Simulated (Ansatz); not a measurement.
# C₂H₄OSi (SMILES OC#C[SiH3]): single points off equilibrium

An exercise on one series of results from a longer session: the logs are not shown, and one member is left open.

Method: single points in def2-TZVPP; program: Ansatz 0.2.0, Gaussian basis.

Cores are frozen in the correlated methods.

## The starting structure

8 atoms, charge 0, spin multiplicity 1.

Atoms are counted from 1 here; the program's logs count them from 0.

Bond lengths: O1–C2 1.292 Å, O1–H5 0.932 Å, C2–C3 1.182 Å, C3–Si4 1.796 Å, Si4–H6 1.530 Å, Si4–H7 1.438 Å, Si4–H8 1.451 Å. Angles: C2–O1–H5 110.7°, O1–C2–C3 176.4°, C2–C3–Si4 172.9°, C3–Si4–H6 110.9°, C3–Si4–H7 104.3°, C3–Si4–H8 113.2°, H6–Si4–H7 111.4°, H6–Si4–H8 106.1°, H7–Si4–H8 111.1°.

As a file:

```xyz
8
C2H4OSi
O     2.5169    0.9181    0.4635
C     1.3251    0.4558    0.2784
C     0.2300    0.0760    0.0491
Si   -1.4160   -0.6236   -0.1156
H     2.7805    1.4477   -0.2570
H    -2.4024    0.0731    0.8231
H    -1.7583   -0.4029   -1.4946
H    -1.4729   -2.0350    0.2167
```

The first run:

The input, run/in.yaml:

```yaml
crystal:
  periodic: [false, false, false]
  atoms:
    - {symbol: O, position_ang: [2.516900, 0.918100, 0.463500]}
    - {symbol: C, position_ang: [1.325100, 0.455800, 0.278400]}
    - {symbol: C, position_ang: [0.230000, 0.076000, 0.049100]}
    - {symbol: Si, position_ang: [-1.416000, -0.623600, -0.115600]}
    - {symbol: H, position_ang: [2.780500, 1.447700, -0.257000]}
    - {symbol: H, position_ang: [-2.402400, 0.073100, 0.823100]}
    - {symbol: H, position_ang: [-1.758300, -0.402900, -1.494600]}
    - {symbol: H, position_ang: [-1.472900, -2.035000, 0.216700]}
basis:
  gaussian: {orbitals: def2-TZVPP}
correlation: {method: ccsd_t}
output: {forces: true}
```

The command line of these runs was not kept.

Among the steps run: CCSD(T)/def2-TZVPP; PBE0-D4/def2-TZVPP; wB97M-V/def2-TZVPP; r2SCAN-D4/def2-TZVPP; PBE-D4/def2-TZVPP; r2SCANh-D4/def2-TZVPP; LC-wPBE/def2-TZVPP.

One of the session's tables, all rows but one given; the rest of the session is left out.

```
    method  RMS force component (eV/Å)  angle to CCSD(T) forces (°)  dipole (D)
   CCSD(T)                       1.144                    reference        2.01
   PBE0-D4                           ?                            ?           ?
   wB97M-V                       0.903                         12.2        2.10
 r2SCAN-D4                       1.129                         10.0        2.24
    PBE-D4                       1.304                          9.0        2.21
r2SCANh-D4                       1.044                         11.5        2.21
   LC-wPBE                       0.843                         18.8        2.05
```

Q: Estimate the row for PBE0-D4 from the others.

The run gave: RMS force component (eV/Å): 1.026; angle to CCSD(T) forces (°): 12.1; dipole (D): 2.12. In the column «RMS force component (eV/Å)» it lies between wB97M-V (0.903) and r2SCANh-D4 (1.044).
